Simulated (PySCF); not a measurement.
# TiHOH: one geometry, several methods

Aim: at the PBE0 minimum of triplet TiHOH, found before, compare methods on energies and levels.

Method: several methods, basis Ti def2-TZVP, H def2-TZVP, O def2-TZVP, no relativity, density fitting; program: PySCF 2.14.0.

## (1) The starting structure

4 atoms, charge 0, spin multiplicity 3.

Bond lengths: Ti1–H2 1.771 Å, Ti1–O3 1.804 Å, O3–H4 0.956 Å. Angles: H2–Ti1–O3 133.4°, Ti1–O3–H4 149.0°.

Coordinates in bohr (charge 0 multiplicity 3):
```
Ti   -0.3321    0.0000    0.8012
H     1.2005    0.0000    3.7764
O     0.7973    0.0000   -2.4159
H     2.1872    0.0000   -3.5685
```

## (2) PBE0

The steps are one call of a driver around PySCF; scf.py gives each level's set-up. Each SCF starts from the density of the minimum. The driver also runs the species with one electron less or more at the same geometry (one less: multiplicity 2, one more: multiplicity 2); their logs are not shown.

File scf.py:

```python
from pyscf import gto, scf, dft
mol = gto.M(atom='''
Ti    -0.175737     0.000000     0.423970
H      0.635251     0.000000     1.998362
O      0.421888     0.000000    -1.278451
H      1.157436     0.000000    -1.888365''',
    basis={'Ti': 'def2-TZVP', 'H': 'def2-TZVP', 'O': 'def2-TZVP'},
    charge=0, spin=2)
mf = dft.UKS(mol, xc='PBE0')
mf.grids.atom_grid = (75, 302)
aux = {'Ti': 'def2-universal-JKFIT', 'H': 'def2-universal-JKFIT', 'O': 'def2-universal-JKFIT'}
mf = mf.density_fit(auxbasis=aux)
mf.conv_tol = 1e-08
mf.diis_space = 10
mf.max_cycle = 60
mf.verbose = 4
mf.kernel()
```

Run with:

```sh
$ OMP_NUM_THREADS=2 python axn.py task.json out
```

Output:

```text
init E= -925.613566966782
[... the frontier-level lines of each cycle are left out ...]
cycle= 1 E= -925.613566966624  delta_E= 1.58e-10  |g|= 2.4e-05  |ddm|= 2.36e-05
Extra cycle  E= -925.613566965809  delta_E= 8.15e-10  |g|= 5.19e-05  |ddm|= 4.55e-05
converged SCF energy = -925.613566965809  <S^2> = 2.0103162  2S+1 = 3.0068696
```

This level, with the species of one electron less or more, needed 3.5 s of wall time on 2 threads of Intel Xeon Platinum 8259CL at 2.50GHz (Skylake/Cascade Lake), shared host.

* energy: -925.613567 Eh
* one electron less (charge +1): -925.346601 Eh (doublet, ⟨S²⟩ 0.76)
* one electron more (charge -1): -925.614255 Eh (doublet, ⟨S²⟩ 0.99)
* Mulliken charge of Ti1: +0.69 e

## (3) HF

scf.py, as its differences from that of step 2:

```diff
@@ -9,2 +9 @@
-mf = dft.UKS(mol, xc='PBE0')
-mf.grids.atom_grid = (75, 302)
+mf = scf.UHF(mol)
```

Output:

```text
init E= -924.469534818793
[... the frontier-level lines of each cycle are left out ...]
cycle= 1 E= -924.493937034179  delta_E= -0.0244  |g|= 0.0807  |ddm|= 0.165
cycle= 2 E= -924.497305705788  delta_E= -0.00337  |g|= 0.0449  |ddm|= 0.104
cycle= 3 E= -924.498308703914  delta_E= -0.001  |g|= 0.0143  |ddm|= 0.0316
cycle= 4 E= -924.498704744426  delta_E= -0.000396  |g|= 0.00761  |ddm|= 0.0293
cycle= 5 E= -924.498834577994  delta_E= -0.00013  |g|= 0.00505  |ddm|= 0.0158
cycle= 6 E= -924.498932271105  delta_E= -9.77e-05  |g|= 0.00337  |ddm|= 0.0161
cycle= 7 E= -924.499016879366  delta_E= -8.46e-05  |g|= 0.00211  |ddm|= 0.0204
cycle= 8 E= -924.499053378974  delta_E= -3.65e-05  |g|= 0.0015  |ddm|= 0.0138
cycle= 9 E= -924.49907144611  delta_E= -1.81e-05  |g|= 0.00119  |ddm|= 0.00787
cycle= 10 E= -924.499091711991  delta_E= -2.03e-05  |g|= 0.000738  |ddm|= 0.0114
cycle= 11 E= -924.499100160967  delta_E= -8.45e-06  |g|= 0.000367  |ddm|= 0.00938
cycle= 12 E= -924.499101706793  delta_E= -1.55e-06  |g|= 0.000252  |ddm|= 0.00363
cycle= 13 E= -924.499102236742  delta_E= -5.3e-07  |g|= 0.000204  |ddm|= 0.00156
cycle= 14 E= -924.499102723347  delta_E= -4.87e-07  |g|= 0.000151  |ddm|= 0.00165
cycle= 15 E= -924.49910306213  delta_E= -3.39e-07  |g|= 0.000104  |ddm|= 0.00169
cycle= 16 E= -924.499103183313  delta_E= -1.21e-07  |g|= 7.76e-05  |ddm|= 0.000916
cycle= 17 E= -924.499103246075  delta_E= -6.28e-08  |g|= 5.9e-05  |ddm|= 0.000672
cycle= 18 E= -924.499103275513  delta_E= -2.94e-08  |g|= 5.03e-05  |ddm|= 0.000327
cycle= 19 E= -924.499103308939  delta_E= -3.34e-08  |g|= 4.01e-05  |ddm|= 0.000384
cycle= 20 E= -924.499103343325  delta_E= -3.44e-08  |g|= 2.55e-05  |ddm|= 0.000579
cycle= 21 E= -924.499103357467  delta_E= -1.41e-08  |g|= 1.37e-05  |ddm|= 0.0005
cycle= 22 E= -924.499103359121  delta_E= -1.65e-09  |g|= 8.94e-06  |ddm|= 0.000164
Extra cycle  E= -924.499103359323  delta_E= -2.03e-10  |g|= 8.02e-06  |ddm|= 1.19e-05
converged SCF energy = -924.499103359323  <S^2> = 2.0183958  2S+1 = 3.0122389
```

This level, with the species of one electron less or more, took 1.8 s.

- energy: -924.499103 Eh
- one electron less (charge +1): -924.242970 Eh (doublet, ⟨S²⟩ 0.76)
- one electron more (charge -1): -924.470224 Eh (doublet, ⟨S²⟩ 1.45)
- Mulliken charge of Ti1: +0.95 e

## (4) PBE

scf.py, as its differences from that of step 3:

```diff
@@ -9 +9,2 @@
-mf = scf.UHF(mol)
+mf = dft.UKS(mol, xc='PBE')
+mf.grids.atom_grid = (75, 302)
```

Output:

```text
init E= -925.58741662124
[... the frontier-level lines of each cycle are left out ...]
cycle= 1 E= -925.584049915953  delta_E= 0.00337  |g|= 0.133  |ddm|= 0.149
cycle= 2 E= -925.512648832073  delta_E= 0.0714  |g|= 0.428  |ddm|= 0.362
cycle= 3 E= -925.591766907549  delta_E= -0.0791  |g|= 0.0206  |ddm|= 0.289
cycle= 4 E= -925.591894945527  delta_E= -0.000128  |g|= 0.0161  |ddm|= 0.0313
cycle= 5 E= -925.591999732106  delta_E= -0.000105  |g|= 0.00386  |ddm|= 0.0163
cycle= 6 E= -925.592007005062  delta_E= -7.27e-06  |g|= 0.00122  |ddm|= 0.00312
cycle= 7 E= -925.592007681777  delta_E= -6.77e-07  |g|= 0.000134  |ddm|= 0.000795
cycle= 8 E= -925.59200769339  delta_E= -1.16e-08  |g|= 4.06e-05  |ddm|= 0.000224
cycle= 9 E= -925.592007694808  delta_E= -1.42e-09  |g|= 2.65e-05  |ddm|= 0.000117
Extra cycle  E= -925.592007692174  delta_E= 2.63e-09  |g|= 8.58e-05  |ddm|= 7.36e-05
converged SCF energy = -925.592007692174  <S^2> = 2.0088473  2S+1 = 3.0058924
```

This level, with the species of one electron less or more, took 11 s.

- energy: -925.592008 Eh
- one electron less (charge +1): -925.329703 Eh (doublet, ⟨S²⟩ 0.76)
- one electron more (charge -1): -925.598316 Eh (doublet, ⟨S²⟩ 0.99)
- Mulliken charge of Ti1: +0.59 e

## (5) The ladder

| level | atomisation energy (kJ/mol) | vertical ionisation energy (eV) | vertical electron affinity (eV) | −ε(HOMO) (eV) | gap (eV) | dipole (D) | wall time |
| --- | --- | --- | --- | --- | --- | --- | --- |
| PBE0 | 1180 | 7.26 | 0.02 | 5.19 | 3.55 | 1.63 | 3.5 s |
| HF | 759 | 6.97 | -0.79 | 8.27 | 9.32 | 1.96 | 1.8 s |
| PBE | 1258 | 7.14 | 0.17 | 4.02 | 0.75 | 1.59 | 11 s |

Times are for 2 threads of Intel Xeon Platinum 8259CL at 2.50GHz (Skylake/Cascade Lake), shared host; PBE0 starts from its own converged density, so its time is not comparable. A dash stands where a species or a free atom was not run at that level, or the quantity is not defined.

Atomisation goes to high-spin atoms in their ground configurations, run at the same level, without zero-point energy.

## (6) Results

| quantity | value |
| --- | --- |
| atomisation energy, range | 759 (HF) to 1258 (PBE) kJ/mol |
| vertical ionisation energy, range | 6.97 (HF) to 7.26 (PBE0) eV |
| vertical electron affinity, range | -0.79 (HF) to 0.17 (PBE) eV |
| orbital gap, range | 0.75 (PBE) to 9.32 (HF) eV |

In words: The atomisation energy spreads over 499 kJ/mol, from HF to PBE; without a CCSD(T) value for it there is no yardstick here. Spin contamination is strong in at least one of the open-shell species at HF. Without diffuse functions electron affinities tend to come out too low. This is the lowest SCF solution found for this spin; with open d or f shells other occupations or spin states may lie lower.
